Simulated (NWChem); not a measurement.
# One shape, several levels: CH3GaO (SMILES [H][Ga]([H])([H])<-[C-]#[O+])

Wanted: a comparison of 6 runs (HF/STO-3G, HF/def2-SVP, B3LYP/STO-3G, PBE/6-31G, B3LYP/6-31G*) of CH3GaO. 

The calculation is run with NWChem 7.3.0.

2 further runs of the same task are left out: 2 set aside as unsound or not needed.

### Step 1. The system as given

CH3GaO: 6 atoms, total charge 0, spin state singlet. SMILES: `[H][Ga]([H])([H])<-[C-]#[O+]`. The shape comes from GFN1-xTB, which is rough for such elements, and wasn't checked as a minimum.

Bond lengths: Ga1–C2 2.133 Å, C2–O3 1.121 Å, Ga1–H4 1.545 Å, Ga1–H5 1.543 Å, Ga1–H6 1.545 Å. Angles: Ga1–C2–O3 177.0°, C2–Ga1–H4 96.0°, C2–Ga1–H5 97.5°, C2–Ga1–H6 95.7°, H4–Ga1–H5 118.8°, H4–Ga1–H6 118.7°, H5–Ga1–H6 118.9°.

### Step 2. Energy and forces at HF/STO-3G (run 1)

Contents of mymol.nw:

```
start mymol
title "CH3GaO hf"
memory total 2200 mb

geometry noautosym nocenter noautoz
  Ga      -0.013780       0.006820      -0.811750
  C        0.011520       0.019460       1.321310
  O        0.042620      -0.030650       2.440900
  H        1.520390       0.007120      -0.990510
  H       -0.785240       1.327580      -1.012910
  H       -0.775520      -1.330330      -0.947040
end

basis "ao basis" spherical bse
  Ga library STO-3G
  C library STO-3G
  O library STO-3G
  H library STO-3G
end

scf
  thresh 1e-08
  maxiter 80
end

task scf gradient
```

Command:

```sh
$ nwchem mymol.nw > mymol.out
```

The program printed:

```text
[...]
  functions       =    31
[...]
  wavefunction    = RHF
[...]
         Total SCF energy =  -2013.846786202217
      One-electron energy =  -3118.643667579702
      Two-electron energy =    956.367729893240
 Nuclear repulsion energy =    148.429151484245
        Time for solution =      3.3s
[...]
                         RHF ENERGY GRADIENTS
    atom               coordinates                        gradient
                 x          y          z           x          y          z
   1 Ga     -0.026040   0.012888  -1.533985   -0.000225   0.000073  -0.001148
   2 C       0.021770   0.036774   2.496914    0.001862  -0.001567   0.092818
   3 O       0.080540  -0.057920   4.612632   -0.001642   0.002078  -0.069989
   4 H       2.873120   0.013455  -1.871792    0.054898  -0.000010  -0.007376
   5 H      -1.483888   2.508762  -1.914122   -0.027639   0.047328  -0.008482
   6 H      -1.465520  -2.513959  -1.789646   -0.027254  -0.047902  -0.005824
[...]
```

It took 5.4 s on 1 thread of Intel Xeon Platinum 8259CL at 2.50GHz (Skylake/Cascade Lake), shared host; peak memory 0.099 GiB.

### Step 3. Energy and forces at HF/def2-SVP (run 2)

Contents of ch3gao.nw:

```
start ch3gao
title "CH3GaO gradient"
memory stack 880 mb heap 220 mb global 1100 mb
geometry units angstrom noautosym nocenter noautoz
Ga   -0.013780    0.006820   -0.811750
C     0.011520    0.019460    1.321310
O     0.042620   -0.030650    2.440900
H     1.520390    0.007120   -0.990510
H    -0.785240    1.327580   -1.012910
H    -0.775520   -1.330330   -0.947040
end
basis spherical bse
* library def2-SVP
end
scf
thresh 1e-08
maxiter 80
end
task scf gradient
```

Command:

```sh
$ nwchem ch3gao.nw > ch3gao.out
```

The program printed:

```text
[...]
  functions       =    75
[...]
  wavefunction    = RHF
[...]
         Total SCF energy =  -2037.357653250263
      One-electron energy =  -3135.489136241100
      Two-electron energy =    949.702331506592
 Nuclear repulsion energy =    148.429151484245
        Time for solution =     15.9s
[...]
                         RHF ENERGY GRADIENTS
    atom               coordinates                        gradient
                 x          y          z           x          y          z
   1 Ga     -0.026040   0.012888  -1.533985    0.000190  -0.000160   0.020232
   2 C       0.021770   0.036774   2.496914   -0.002248   0.003725  -0.085196
   3 O       0.080540  -0.057920   4.612632    0.001902  -0.003509   0.060705
   4 H       2.873120   0.013455  -1.871792   -0.011768   0.000071   0.001513
   5 H      -1.483888   2.508762  -1.914122    0.006114  -0.010333   0.001596
   6 H      -1.465520  -2.513959  -1.789646    0.005810   0.010206   0.001151
[...]
```

Wall time 22 s (1 thread of Intel Xeon Platinum 8259CL at 2.50GHz (Skylake/Cascade Lake), shared host); peak memory 0.1 GiB.

### Step 4. Energy and forces at B3LYP/STO-3G (run 3)

Contents of ch3gao.nw:

```
start ch3gao
title "CH3GaO gradient"
memory 2200 mb
geometry noautosym nocenter noautoz
  Ga      -0.013780       0.006820      -0.811750
  C        0.011520       0.019460       1.321310
  O        0.042620      -0.030650       2.440900
  H        1.520390       0.007120      -0.990510
  H       -0.785240       1.327580      -1.012910
  H       -0.775520      -1.330330      -0.947040
end
basis "ao basis" spherical bse
  * library STO-3G
end
dft
  xc b3lyp
  grid xfine
  convergence energy 1e-08
  maxiter 100
  mulliken
end
task dft gradient
```

Command:

```sh
$ nwchem ch3gao.nw > ch3gao.out
```

The program printed:

```text
[...]
          Wavefunction type:  closed shell.
          No. of atoms     :     6
          No. of electrons :    48
[...]
          Charge           :     0
          Spin multiplicity:     1
[...]
          AO basis - number of functions:    31
[...]
              XC Information
              --------------
                         B3LYP Method XC Potential
                     Hartree-Fock (Exact) Exchange  0.200
                        Slater Exchange Functional  0.800 local
                    Becke 1988 Exchange Functional  0.720 non-local
              Lee-Yang-Parr Correlation Functional  0.810
                  VWN I RPA Correlation Functional  0.190 local
[...]
 d= 0,ls=0.0,diis     1  -2015.6147968252 -2.16D+03  2.46D-01  7.54D-01     1.2
[...]
 d= 0,ls=0.5,diis    44  -2015.8141760139 -8.69D-09  6.38D-06  6.71D-09    37.0
         Total DFT energy =    -2015.814176019368
      One electron energy =    -3109.849768074141
           Coulomb energy =     1035.892223901626
    Exchange-Corr. energy =      -90.285783331098
 Nuclear repulsion energy =      148.429151484245
[...]
      Total Density - Mulliken Population Analysis
     ---------------------------------------------
    Atom       Charge   Shell Charges
 -----------   ------   -------------------------------------------------------
    1 Ga  31    30.91   2.00  2.00  6.00  2.00  5.95  1.24  2.36  9.36
    2 C    6     5.83   2.00  1.40  2.43
    3 O    8     8.09   2.00  1.87  4.22
    4 H    1     1.06   1.06
    5 H    1     1.06   1.06
    6 H    1     1.06   1.06
[...]
  wavefunction    = closed shell
                         DFT ENERGY GRADIENTS
    atom               coordinates                        gradient
                 x          y          z           x          y          z
   1 Ga     -0.026040   0.012888  -1.533985   -0.000976   0.000086  -0.059725
   2 C       0.021770   0.036774   2.496914    0.006420  -0.007947   0.281299
   3 O       0.080540  -0.057920   4.612632   -0.005579   0.008529  -0.210458
   4 H       2.873120   0.013455  -1.871792    0.057480  -0.000081  -0.003845
   5 H      -1.483888   2.508762  -1.914122   -0.028919   0.049539  -0.005095
   6 H      -1.465520  -2.513959  -1.789646   -0.028424  -0.050125  -0.002176
[...]
```

It took 41 s on 1 thread of Intel Xeon Platinum 8259CL at 2.50GHz (Skylake/Cascade Lake), shared host; peak memory 0.13 GiB.

Runs 4 to 5 aren't shown in full; the table further down has their settings and results.

### Step 5. Energy and gradient at B3LYP/6-31G(d) (Cartesian functions) (run 6)

Contents of run.py:

```python
from ase import Atoms
from ase.calculators.nwchem import NWChem

molecule = Atoms('GaCOHHH', positions=[
    [-0.013780, 0.006820, -0.811750],
    [0.011520, 0.019460, 1.321310],
    [0.042620, -0.030650, 2.440900],
    [1.520390, 0.007120, -0.990510],
    [-0.785240, 1.327580, -1.012910],
    [-0.775520, -1.330330, -0.947040],
])

calc = NWChem(
    label='job',
    theory='dft',
    memory='2200 mb',
    basis='6-31G*',
    dft={'xc': 'b3lyp', 'mult': '1', 'grid': 'xfine', 'convergence': 'energy 1e-08', 'iterations': '100', 'mulliken': None},
)
molecule.calc = calc

forces = molecule.get_forces()
e = molecule.get_potential_energy()
print(f"E = {e:.6f} eV")
print("forces (eV/A):")
for s, f in zip(molecule.symbols, forces):
    print(f"{s:2s} {f[0]:10.5f} {f[1]:10.5f} {f[2]:10.5f}")
print("dipole (e A):", molecule.get_dipole_moment().round(4))
```

Command:

```sh
$ export ASE_NWCHEM_COMMAND="nwchem PREFIX.nwi > PREFIX.nwo"
$ python run.py
```

The program printed:

```text
E = -55503.631861 eV
forces (eV/A):
Ga   -0.00530    0.01908   -0.35605
C    -0.02623    0.02026   -1.15011
O     0.03564   -0.03744    1.62396
H     0.48589   -0.00319   -0.04222
H    -0.25027    0.42336   -0.04952
H    -0.23968   -0.42212   -0.02607
dipole (e A): [0.0036 0.0056 0.4437]
```

The calculator wrote job.nwi:

```
title "job"

permanent_dir job

scratch_dir job

start job

geometry units angstrom nocenter noautosym noautoz
  Ga -1.3780000000000001e-02 6.8199999999999997e-03 -8.1174999999999997e-01
  C  1.1520000000000001e-02 1.9460000000000002e-02 1.3213100000000000e+00
  O  4.2619999999999998e-02 -3.0650000000000000e-02 2.4409000000000001e+00
  H  1.5203899999999999e+00 7.1199999999999996e-03 -9.9051000000000000e-01
  H  -7.8524000000000005e-01 1.3275800000000000e+00 -1.0129100000000000e+00
  H  -7.7551999999999999e-01 -1.3303300000000000e+00 -9.4703999999999999e-01
end

memory 2200 mb

basis noprint
   * library 6-31G*
end

dft
  xc b3lyp
  mult 1
  grid xfine
  convergence energy 1e-08
  iterations 100
  mulliken
end

task dft gradient
```

job.nwo:

```text
Northwest Computational Chemistry Package (NWChem) 7.3.0
             --------------------------------------------------------

           Job information
           ---------------

    nwchem branch   = 7.3.0
    use scalapack   = T
    input           = job.nwi
    prefix          = job.
    data base       = job/job.db
    status          = startup
    nproc           =        1

           Memory information
           ------------------

    heap     =     72089600 doubles =      550.0 Mbytes
    stack    =     72089597 doubles =      550.0 Mbytes
    global   =    144179200 doubles =     1100.0 Mbytes (distinct from heap & stack)
    total    =    288358397 doubles =     2200.0 Mbytes
    verify   = yes
    hardfail = no

[... 104 lines left out ...]
  convergence criterion.
[... 41 lines left out ...]
          Spatial weights used:  Erf1
[... 76 lines left out ...]
         Total DFT energy =    -2039.720865775542
[... 3 lines left out ...]
 Nuclear repulsion energy =      148.429151484245
[... 564 lines left out ...]
          Convergence on gradient requested:  5.00D-04
[... 28 lines left out ...]
          total energy or number of iterations.
[... 37 lines left out ...]
                 ----------------------------------------
                 |  Time  |  1-e(secs)   |  2-e(secs)   |
                 ----------------------------------------
                 |  CPU   |       0.01   |       6.31   |
                 ----------------------------------------
                 |  WALL  |       0.01   |       6.31   |
                 ----------------------------------------

 Task  times  cpu:       38.3s     wall:       38.3s
 Total times  cpu:       38.3s     wall:       38.3s
```

It took 40 s on 1 thread of Intel Xeon Platinum 8259CL at 2.50GHz (Skylake/Cascade Lake), shared host; peak memory 0.13 GiB.

### Step 6. All runs side by side

```tsv
run	level	iteration cap	module	energy (Eh)	dipole moment (D)	HOMO energy (eV)	LUMO energy (eV)	wall time
1	HF/STO-3G	80	scf	-2013.846786	3.37	-6.81	5.61	5.4 s
2	HF/def2-SVP	80	scf	-2037.357653	2.12	-11.39	2.18	22 s
3	B3LYP/STO-3G	100	dft	-2015.814176	2.09	-2.52	0.85	41 s
4	PBE/6-31G	100	dft	-2039.116607	1.99	-7.18	-3.15	31 s
5	B3LYP/6-31G* (spherical functions)	100	dft	-2039.713986	2.15	–	–	30 s
6	B3LYP/6-31G* (Cartesian functions)	100	dft	-2039.720866	2.13	-8.14	-2.08	40 s
```

### Step 7. Results

| quantity | value |
| --- | --- |
| run 6: total energy | -2039.72087 Eh |
| run 6: dipole moment | 2.13 D |
| run 6: HOMO energy | -8.14 eV |
| run 6: LUMO energy | -2.08 eV |
| run 6: HOMO–LUMO gap | 6.06 eV |
| run 6: largest force on an atom | 1.625 eV/Å |

What this shows: The dipole moment (its size) runs from 1.99 D (PBE/6-31G) to 3.37 D (HF/STO-3G). The two ends differ in method and basis. Over runs 1, 2, 3, 4, 6 the HOMO–LUMO gap runs from 3.37 eV (B3LYP/STO-3G) to 13.57 eV (HF/def2-SVP). Totals of different functionals can't be ranked against each other. In runs 1, 3 the basis is minimal, so the values are rough. All runs together took 2.8 min, the longest 41 s.
